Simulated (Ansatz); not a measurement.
# Mo2H5: the cost of one run

Method: DFT PBE, scalar-relativistic, plane waves, PAW, in Ansatz 0.2.0.

### 1 The structure to begin with

The structure is tetragonal, space group P4mm (No. 99). The conventional cell has a = 4.001 Å, b = 4.001 Å, c = 4.603 Å, α = 90.00°, β = 90.00°, γ = 90.00°. H (site symmetry 4mm) has 1 H at 1.20 Å as nearest neighbours. Around H (site symmetry 4mm) lie 1 H at 1.52 Å. Around H (site symmetry 2mm) lie 1 Mo at 1.71 Å. Around Mo (site symmetry 2mm) lie 1 H at 1.71 Å.

As a file:

```cif
data_structure
_symmetry_space_group_name_H-M 'P4mm'
_symmetry_Int_Tables_number 99
_cell_length_a 4.0012
_cell_length_b 4.0012
_cell_length_c 4.6032
_cell_angle_alpha 90.000
_cell_angle_beta 90.000
_cell_angle_gamma 90.000
_cell_volume 73.69
loop_
_atom_site_label
_atom_site_type_symbol
_atom_site_symmetry_multiplicity
_atom_site_Wyckoff_symbol
_atom_site_fract_x
_atom_site_fract_y
_atom_site_fract_z
_atom_site_occupancy
H1 H 1 a 0.00000 0.00000 0.11117 1
H2 H 1 a 0.00000 0.00000 0.44072 1
H3 H 1 a 0.00000 0.00000 0.85048 1
H4 H 2 c 0.00000 0.50000 0.93454 1
Mo1 Mo 2 c 0.00000 0.50000 0.30540 1
```

A structure generator made this guess: random cell by space group and Wyckoff sites (P4mm, No. 99). Lengths come from tabulated atomic sizes and are only a guess.

### 2 Probe: one point on a coarse mesh

input.yaml reads:

```yaml
crystal:
  lattice:
    - [4.00115061, 0.0, 0.0]
    - [0.0, 4.00115061, 0.0]
    - [0.0, 0.0, 4.60320724]
  atoms:
    - { symbol: H, position: [0.0, 0.0, 0.11117208] }
    - { symbol: H, position: [0.0, 0.0, 0.4407222] }
    - { symbol: H, position: [0.0, 0.0, 0.85047528] }
    - { symbol: H, position: [0.0, 0.5, 0.93453557] }
    - { symbol: H, position: [0.5, 0.0, 0.93453557] }
    - { symbol: Mo, position: [0.0, 0.5, 0.30540154] }
    - { symbol: Mo, position: [0.5, 0.0, 0.30540154] }
basis:
  ecutwfc: 420
kpoints:
  mp_grid: { grid: [4, 4, 4] }
hamiltonian:
  xc: pbe
scf:
  occupations: { method: gaussian, width: 0.1 }
  lower_state_search: "off"
output:
  forces: true
  stress: true
  eigenvalues: true
```

Launch:

```bash
$ ansatz run input.yaml --threads 1 --pin off --max-ram 2560MiB --backend cpu --events-out ev --progress --plain --runs-dir out
```

Q: Estimate wall time and peak memory on 1 thread of Intel Xeon at 2.70GHz, shared host.

About 3.4 s, with a peak of 0.35 GiB.
